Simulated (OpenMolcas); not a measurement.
# Ru⁴⁺ among point charges: CASSCF and CASPT2 levels and susceptibility

How does a field of 6 point charges split the states of Ru⁴⁺, and what χT follows?

The numbers are computed with OpenMolcas 26.06 (state-averaged CASSCF and CASPT2, spin-orbit coupling by RASSI with atomic mean-field integrals), except any that are marked as measured or tabulated.

### Step 1. The system

* Species: Ru⁴⁺ (ruthenium, Z = 44, 40 electrons)
* Basis: ANO-RCC-VDZP [6s5p3d1f], 43 functions
* Scalar Hamiltonian: DKH2, point nucleus
* Inactive shells: 1s 2s 2p 3s 3p 3d 4s 4p
* Active space: 4 electrons in 5 orbitals (4d)
* Some configurations of this space: 4d4
* Orbitals: optimised for each spin and parity, averaged over all roots

The outer shells:

4d4
```
4d [↑ ][↑ ][↑ ][↑ ][  ]
```

The ion sits among 6 point charges of -0.85 e arranged as an octahedron (Oh), 1.95 Å from the ion.

The work runs as a chain of OpenMolcas steps in one folder; each step below is one input file. Labels, J, g values, rates, χT and fits are worked out afterwards by a script from the matrices that RASSI stores. The input lists half of the charges; inversion (Group=XYZ) makes the rest.

### Step 2. One- and two-electron integrals

Contents of a.inp:

```
&GATEWAY
Coord
1

Ru 0.0 0.0 0.0
Basis=ANO-RCC-VDZP
Group=XYZ
NoMove
AngMom=0.0 0.0 0.0
AMFI
XField
3 Angstrom 0
1.950000 0.000000 0.000000 -0.850000
0.000000 1.950000 0.000000 -0.850000
0.000000 0.000000 1.950000 -0.850000
&SEWARD
```

Started as:

```console
OMP_NUM_THREADS=1 MOLCAS_MEM=1689 MOLCAS_PROJECT=a pymolcas a.inp > a.log
```

### Step 3. CASSCF: quintets of even parity, 5 roots

Contents of a.inp:

```
&RASSCF
FileOrb=start.orb
Symmetry=1
Spin=5
nActEl=4 0 0
Inactive=9 9
Ras2=5 0
CIRoot=5 5 1
SDav=5
CIMx=300
Iter=120 100
PrWF=0.3
OrbListing=Nothing
MaxOrb=0
>>> COPY $Project.JobIph JOB001
```

start.orb holds the contracted functions of the basis, ordered by shell, or the orbitals of the step before.

### Step 4. CASSCF: triplets of even parity, 45 roots

Contents of a.inp:

```
&RASSCF
FileOrb=start.orb
Symmetry=1
Spin=3
nActEl=4 0 0
Inactive=9 9
Ras2=5 0
CIRoot=45 45 1
SDav=45
CIMx=300
Iter=120 100
PrWF=0.3
OrbListing=Nothing
MaxOrb=0
>>> COPY $Project.JobIph JOB002
```

### Step 5. CASSCF: singlets of even parity, 50 roots

Contents of a.inp:

```
&RASSCF
FileOrb=start.orb
Symmetry=1
Spin=1
nActEl=4 0 0
Inactive=9 9
Ras2=5 0
CIRoot=50 50 1
SDav=50
CIMx=300
Iter=120 100
PrWF=0.3
OrbListing=Nothing
MaxOrb=0
>>> COPY $Project.JobIph JOB003
```

### Step 6. State interaction with spin-orbit coupling

Contents of a.inp:

```
&RASSI
NrOfJobIphs=3 5 45 50
1 2 3 4 5
1 2 3 4 5 6 7 8 9 10 11 12 13 14 15 16 17 18 19 20 21 22 23 24 25 26 27
28 29 30 31 32 33 34 35 36 37 38 39 40 41 42 43 44 45
1 2 3 4 5 6 7 8 9 10 11 12 13 14 15 16 17 18 19 20 21 22 23 24 25 26 27
28 29 30 31 32 33 34 35 36 37 38 39 40 41 42 43 44 45 46 47 48 49 50
IphNames
JOB001
JOB002
JOB003
EJob
SpinOrbit
DIPRint=1.0
SOCoupling=1000.0
Subsets=2
Property=9
'ANGMOM' 1 'ANGMOM' 2 'ANGMOM' 3 'MLTPL  1' 1 'MLTPL  1' 2 'MLTPL  1' 3
'AMFI' 1 'AMFI' 2 'AMFI' 3
SOProperty=3
'ANGMOM' 1 'ANGMOM' 2 'ANGMOM' 3
```

### Step 7. CASPT2: IPEA 0.25, imaginary shift 0.1 (closed shells correlated: 4s 4p)

Contents of a.inp:

```
>>> COPY JOB001 $Project.JobIph
&CASPT2
Multistate=5 1 2 3 4 5
NoMult
Frozen=8 6
IPEA=0.25
Imaginary=0.1
MaxIter=60
WThr=0.0 0.3 0.05
PrWF=0.5
NoMix
>>> COPY JOB002 $Project.JobIph
&CASPT2
Multistate=45 1 2 3 4 5 6 7 8 9 10 11 12 13 14 15 16 17 18 19 20 21 22
23 24 25 26 27 28 29 30 31 32 33 34 35 36 37 38 39 40 41 42 43 44 45
NoMult
Frozen=8 6
IPEA=0.25
Imaginary=0.1
MaxIter=60
WThr=0.0 0.3 0.05
PrWF=0.5
NoMix
>>> COPY JOB003 $Project.JobIph
&CASPT2
Multistate=50 1 2 3 4 5 6 7 8 9 10 11 12 13 14 15 16 17 18 19 20 21 22
23 24 25 26 27 28 29 30 31 32 33 34 35 36 37 38 39 40 41 42 43 44 45 46
47 48 49 50
NoMult
Frozen=8 6
IPEA=0.25
Imaginary=0.1
MaxIter=60
WThr=0.0 0.3 0.05
PrWF=0.5
NoMix
```

(Steps that only read results are left out.)

**Question.** What will these runs give? Wanted: spin-free ground state; first state of the same spin within the active space; lowest level; next level.

**Answer**, as computed:

```
                                            quantity                                                                        value
                                              method  SS-CASPT2, IPEA 0.25, imaginary shift 0.1 (closed shells correlated: 4s 4p)
                              spin-free ground state                                               5E, 2-fold in its orbital part
first state of the same spin within the active space                                                             5T2 at 3820 cm⁻¹
                                        lowest level                                                                    1-fold A1
                                          next level                                                                   347.2 cm⁻¹
                                         χT at 300 K                                                               1.34 cm³ K/mol
                           effective moment at 300 K                                                                      3.27 μB
```

Cost by method:

```csv
method,time of its own steps,time with the reference
A. CASSCF,24 s,24 s
"B. SS-CASPT2, IPEA 0.25, imaginary shift 0.1, +4s 4p",6.9 s,31 s
```

Times are of one thread on a shared host.

**Reading.** The spin-free ground state (5E) comes to 100 % from free-ion D terms and keeps the highest spin of the shell. χT at 300 K is 1.34, against 3.01 cm³ K/mol for the spin alone, so spin-orbit coupling lowers it. An active space of the d shell alone favours high spin; real ions in strong fields can be low spin. A ligand-field fit to the states below 45000 cm-1 gives 10Dq = 3791 cm-1, B = 759 cm-1 and C = 3714 cm-1 (C/B = 4.89), with a deviation of 388 cm-1. CASPT2 does not keep the components of a term degenerate, and the means are used. An orbital doublet at a regular site is open to a Jahn-Teller distortion, which this geometry leaves out. The field of point charges can differ much from that of real complexes. With metal d orbitals alone active, the gaps between spin states are rough; where two lie within a few thousand cm-1, their order is open. Point charges carry no covalency, so the field is a model and not that of real ligands.
